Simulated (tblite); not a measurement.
# C4H10BBrO: the cost of one run

Computed with tblite 0.8.0 and PySCF 2.14.0, with density-fitted response routines of our own, on a single molecule in the gas phase. Atoms are numbered from 0 throughout.

### Step 1. Starting geometry

17 atoms, charge 0, multiplicity 1; geometry from: force field or distance geometry start.

Bonds of the start (Å): B0–C1 1.59, C1–C2 1.52, C2–Br3 1.93, C1–O4 1.41, O4–C5 1.38, C5–C6 1.50, B0–H7 1.18, B0–H8 1.17, C1–H9 1.09, C2–H10 1.11, C2–H11 1.12, C5–H12 1.13, C5–H13 1.12, C6–H14 1.12, C6–H15 1.10, C6–H16 1.13.

### Step 2. Relaxing the molecule with GFN2-xTB

What the job is given:

```
{"job": {"kind": "relax", "xc": "GFN2-xTB", "basis": "xTB"}, "charge": 0, "multiplicity": 1}
B     -1.097100    -1.396300    -0.412900
C     -0.695700     0.059100     0.095200
C     -1.937500     0.720900     0.661300
Br    -2.680300    -0.306000     2.110600
O      0.260700    -0.102600     1.115200
C      1.422800     0.492000     0.673600
C      2.001800    -0.075700    -0.589400
H     -1.851600    -1.437300    -1.320100
H     -0.529200    -2.369500    -0.097500
H     -0.282900     0.598400    -0.753200
H     -1.706400     1.716000     1.084100
H     -2.732000     0.808400    -0.126700
H      2.191800     0.465200     1.507300
H      1.224900     1.575100     0.447000
H      2.286800     0.734200    -1.314900
H      1.247300    -0.705000    -1.093600
H      2.869500    -0.764700    -0.370800
```

Command:

```
$ OMP_NUM_THREADS=1 python probes_run.py task.json out
```

This one command runs all jobs of the session in turn.

Q: Estimate the wall time and peak memory of this first job on 1 thread of Arm Neoverse N1, shared host.

About 1.5 s, with a peak of 0.18 GiB.
